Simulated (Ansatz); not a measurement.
# CH3NO4Zr: how energies converge with the basis set

The task here is to estimate one member of a computed series from the others.

Program: Ansatz 0.2.0, Gaussian basis. Level of theory: one geometry, several basis sets. These are calculated values, not measurements.

The runs, in order: PBE0-D4/def2-SVP; ωB97M-V/def2-SVP; PBE0-D4/def2-QZVPP; ωB97M-V/def2-QZVPP; the functionals' def2-TZVPP values are taken from earlier runs.

## The geometry

An earlier PBE0-D4 in a triple-zeta def2 set relaxation fixed the geometry. Zr takes the def2 core potential; no spin-orbit term is included.

SMILES `O=C=[N][Zr]([OH])([OH])[OH]`, 10 atoms, charge 0, spin multiplicity 1.

Atoms are counted from 1 here; the program's logs count them from 0.

Bond lengths: O1–C2 1.169 Å, C2–N3 1.198 Å, N3–Zr4 2.067 Å, Zr4–O5 1.916 Å, Zr4–O6 1.916 Å, Zr4–O7 1.916 Å, O5–H8 0.952 Å, O6–H9 0.952 Å, O7–H10 0.952 Å. Angles: O1–C2–N3 180.0°, C2–N3–Zr4 179.8°, N3–Zr4–O5 108.7°, N3–Zr4–O6 108.7°, N3–Zr4–O7 108.7°, O5–Zr4–O6 110.2°, O5–Zr4–O7 110.2°, O6–Zr4–O7 110.2°, Zr4–O5–H8 166.2°, Zr4–O6–H9 166.2°, Zr4–O7–H10 166.2°.

The first run:

in.yaml reads:

```yaml
crystal:
  periodic: [false, false, false]
  atoms:
    - {symbol: O, position_ang: [2.342323, -2.621085, 1.809784]}
    - {symbol: C, position_ang: [1.648524, -1.846954, 1.275524]}
    - {symbol: N, position_ang: [0.937213, -1.053474, 0.727937]}
    - {symbol: Zr, position_ang: [-0.284490, 0.317871, -0.219363]}
    - {symbol: O, position_ang: [-1.482465, -0.624680, -1.379918]}
    - {symbol: O, position_ang: [-1.271696, 1.282582, 1.109217]}
    - {symbol: O, position_ang: [0.810547, 1.519428, -1.232997]}
    - {symbol: H, position_ang: [-2.237498, -0.974336, -1.842857]}
    - {symbol: H, position_ang: [-1.677802, 1.944616, 1.660061]}
    - {symbol: H, position_ang: [1.215343, 2.056031, -1.907397]}
basis:
  gaussian: {orbitals: def2-SVP}
hamiltonian: {xc: pbe0, dispersion: d4}
output: {orbitals: {seedname: orbitals}}
```

Command:

```
ansatz run in.yaml --threads 4 --pin off --events-out ev --progress --plain --max-ram 11315MiB
```

Among the steps run: PBE0-D4 in def2-SVP; ωB97M-V in def2-SVP; PBE0-D4 in def2-QZVPP; ωB97M-V in def2-QZVPP.

One of the session's tables, all rows but one given; the rest of the session is left out.

It belongs to the step «Density functionals: the series». 

```
functional       basis  HOMO (eV)
   PBE0-D4    def2-SVP          ?
   PBE0-D4  def2-TZVPP      -8.14
   PBE0-D4  def2-QZVPP      -8.19
   ωB97M-V    def2-SVP     -10.16
   ωB97M-V  def2-TZVPP     -10.38
   ωB97M-V  def2-QZVPP     -10.43
```

**Question.** Estimate the row for PBE0-D4, def2-SVP.

The run gave: HOMO (eV): -7.96. In the column «HOMO (eV)» it is the highest.
